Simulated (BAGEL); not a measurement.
# TiHCl3O (SMILES Cl[Ti](Cl)(Cl)O) at HF/6-31G(d) (density fitting with qzvpp-jkfit, spherical functions)

What is the energy change on altering one bond length of TiHCl3O at HF/6-31G* (density fitting with qzvpp-jkfit, spherical functions)? 

The calculation is run with BAGEL 1.2.2.

7 further runs of the same task are left out: 6 that didn't finish, 1 set aside as unsound or not needed.

## (1) The molecule

TiHCl3O: 6 atoms, total charge 0, spin state singlet. As SMILES, `Cl[Ti](Cl)(Cl)O`. The coordinates come from a PBE0-D4/def2-TZVP relaxation.

Bond lengths: Cl1–Ti2 2.179 Å, Ti2–Cl3 2.179 Å, Ti2–Cl4 2.180 Å, Ti2–O5 1.745 Å, O5–H6 0.958 Å. Angles: Cl1–Ti2–Cl3 108.5°, Cl1–Ti2–Cl4 110.3°, Cl1–Ti2–O5 109.1°, Cl3–Ti2–Cl4 110.3°, Cl3–Ti2–O5 109.1°, Cl4–Ti2–O5 109.5°, Ti2–O5–H6 146.9°.

## (2) The energy at HF/6-31G(d) (density fitting with qzvpp-jkfit, spherical functions)

input.json reads:

```json
{ "bagel" : [

{
  "title" : "molecule",
  "basis" : "6-31gs.json",
  "df_basis" : "qzvpp-jkfit",
  "angstrom" : true,
  "geometry" : [
    { "atom" : "Cl", "xyz" : [   -1.629250,   -0.831330,    1.360800 ] },
    { "atom" : "Ti", "xyz" : [   -0.080580,   -0.347470,   -0.093680 ] },
    { "atom" : "Cl", "xyz" : [    1.757320,   -1.362960,    0.488070 ] },
    { "atom" : "Cl", "xyz" : [   -0.693400,   -0.978720,   -2.087950 ] },
    { "atom" : "O", "xyz" : [    0.191890,    1.375840,   -0.087440 ] },
    { "atom" : "H", "xyz" : [    0.454040,    2.144630,    0.420190 ] }
  ]
},
{
  "title" : "hf"
},
{
  "title" : "print",
  "file" : "orbitals.molden",
  "orbitals" : true
}

]}
```

The basis set 6-31G* is read from a file made from the Basis Set Exchange's data (not shown).

The run is started by

```console
$ BAGEL_NUM_THREADS=1 BAGEL input.json > input.out
```

The log of the run:

```text
* using 1 threads per process

  ===============================================================
  ===============================================================

  *** Geometry ***

  { "atom" : "Cl", "xyz" : [     -3.078836,     -1.570986,      2.571539 ] },
  { "atom" : "Ti", "xyz" : [     -0.152274,     -0.656623,     -0.177030 ] },
  { "atom" : "Cl", "xyz" : [      3.320854,     -2.575621,      0.922319 ] },
  { "atom" : "Cl", "xyz" : [     -1.310336,     -1.849513,     -3.945654 ] },
  { "atom" : "O", "xyz" : [      0.362620,      2.599961,     -0.165238 ] },
  { "atom" : "H", "xyz" : [      0.858011,      4.052763,      0.794044 ] },

  Number of auxiliary basis functions:      743

  Since a DF basis is specified, we compute 2- and 3-index integrals:
    o Being stored without compression. Storage requirement is 0.064 GB

  Number of basis functions:      104
  Number of electrons      :       82

    * METHOD: MOLECULE                             0.42

  *** RHF ***

  === Nuclear Repulsion ===
   537.7271692348

      * DIIS with orbital gradients will be used.

  === RHF iteration (6-31gs.json) ===
      0      -2301.99990833          0.01957757           0.15
      1      -2300.98543813          0.05116395           0.14
      2      -2302.42866016          0.00429461           0.14
      3      -2302.44318114          0.00106120           0.14
      4      -2302.44440829          0.00036231           0.14
      5      -2302.44463490          0.00011383           0.14
      6      -2302.44468022          0.00003862           0.14
      7      -2302.44468595          0.00001375           0.14
      8      -2302.44468669          0.00000381           0.14
      9      -2302.44468671          0.00000222           0.14
     10      -2302.44468672          0.00000061           0.14
     11      -2302.44468672          0.00000024           0.14
     12      -2302.44468672          0.00000008           0.14
     13      -2302.44468672          0.00000003           0.14
     14      -2302.44468672          0.00000002           0.14
     15      -2302.44468672          0.00000001           0.14
    * SCF iteration converged.

    * Permanent dipole moment:
           (   -0.284195,    -1.128075,    -0.380923) a.u.

    * METHOD: HF                                   2.53

    * METHOD: PRINT                                0.01

  ===============================================================
```

Wall time 3.3 s (1 thread of AMD EPYC 9R45 (Zen 5), shared host); peak memory 0.26 GiB.

## (3) The distorted shape, same level

hf.json reads:

```json
{ "bagel" : [

{
  "title" : "molecule",
  "basis" : "6-31gs.json",
  "df_basis" : "qzvpp-jkfit",
  "angstrom" : "true",
  "geometry" : [
    { "atom" : "Cl", "xyz" : [   -2.868195,   -1.218421,    2.524392 ] },
    { "atom" : "Ti", "xyz" : [   -0.080580,   -0.347470,   -0.093680 ] },
    { "atom" : "Cl", "xyz" : [    1.757320,   -1.362960,    0.488070 ] },
    { "atom" : "Cl", "xyz" : [   -0.693400,   -0.978720,   -2.087950 ] },
    { "atom" : "O", "xyz" : [    0.191890,    1.375840,   -0.087440 ] },
    { "atom" : "H", "xyz" : [    0.454040,    2.144630,    0.420190 ] }
  ]
},
{
  "title" : "hf"
},
{
  "title" : "print",
  "file" : "orbitals.molden",
  "orbitals" : "true"
}

]}
```

The basis set 6-31G* is read from a file made from the Basis Set Exchange's data (not shown).

The run is started by

```console
$ BAGEL_NUM_THREADS=1 BAGEL hf.json > hf.out
```

The log of the run:

```text
* using 1 threads per process

  ===============================================================
  ===============================================================

  *** Geometry ***

  { "atom" : "Cl", "xyz" : [     -5.420103,     -2.302482,      4.770410 ] },
  { "atom" : "Ti", "xyz" : [     -0.152274,     -0.656623,     -0.177030 ] },
  { "atom" : "Cl", "xyz" : [      3.320854,     -2.575621,      0.922319 ] },
  { "atom" : "Cl", "xyz" : [     -1.310336,     -1.849513,     -3.945654 ] },
  { "atom" : "O", "xyz" : [      0.362620,      2.599961,     -0.165238 ] },
  { "atom" : "H", "xyz" : [      0.858011,      4.052763,      0.794044 ] },

  Number of auxiliary basis functions:      743

  Since a DF basis is specified, we compute 2- and 3-index integrals:
    o Being stored without compression. Storage requirement is 0.064 GB

  Number of basis functions:      104
  Number of electrons      :       82

    * METHOD: MOLECULE                             0.42

  *** RHF ***

  === Nuclear Repulsion ===
   463.5061709610

      * DIIS with orbital gradients will be used.

  === RHF iteration (6-31gs.json) ===
      0      -2301.72342520          0.02025520           0.15
      1      -2286.69030894          0.10501339           0.14
      2      -2302.17726151          0.01058889           0.14
      3      -2302.27494714          0.00262298           0.14
      4      -2302.28354339          0.00076765           0.14
      5      -2302.28491679          0.00034819           0.14
      6      -2302.28527947          0.00011947           0.14
      7      -2302.28536196          0.00005368           0.14
      8      -2302.28537624          0.00001922           0.14
      9      -2302.28537826          0.00000606           0.14
     10      -2302.28537844          0.00000379           0.14
     11      -2302.28537849          0.00000191           0.14
     12      -2302.28537850          0.00000088           0.14
     13      -2302.28537851          0.00000039           0.14
     14      -2302.28537851          0.00000019           0.14
     15      -2302.28537851          0.00000009           0.14
     16      -2302.28537851          0.00000004           0.14
     17      -2302.28537851          0.00000002           0.14
     18      -2302.28537851          0.00000001           0.14
     19      -2302.28537851          0.00000001           0.14
    * SCF iteration converged.

    * Permanent dipole moment:
           (   -3.159958,    -1.876453,     2.322935) a.u.

    * METHOD: HF                                   3.09

    * METHOD: PRINT                                0.01

  ===============================================================
```

Wall time 3.9 s (1 thread of AMD EPYC 9R45 (Zen 5), shared host); peak memory 0.26 GiB.

## (4) Summary of results

At HF/6-31G* (density fitting with qzvpp-jkfit, spherical functions):

```
                                                           quantity           value
                                          first shape: total energy  -2302.44469 Eh
                                         first shape: dipole moment          3.11 D
                                           first shape: HOMO energy       -12.59 eV
                                           first shape: LUMO energy         0.24 eV
                                         first shape: HOMO–LUMO gap        12.83 eV
                                      distorted shape: total energy  -2302.28538 Eh
                                     distorted shape: dipole moment         11.05 D
                                       distorted shape: HOMO energy        -9.01 eV
                                       distorted shape: LUMO energy        -2.78 eV
                                     distorted shape: HOMO–LUMO gap         6.24 eV
energy change with the Cl1–Ti2 bond stretched from 2.179 to 3.922 Å        4.335 eV
```

In words: One bond (distorted shape) is far stretched, which a spin-restricted single reference describes badly; a broken-symmetry solution may lie lower. With the Cl1–Ti2 bond stretched from 2.179 to 3.922 Å the energy rises by 4.33 eV (100 kcal/mol). The first shape isn't relaxed at this level, so the change isn't measured from a minimum. A restricted reference can't describe the breaking bond well at this length.
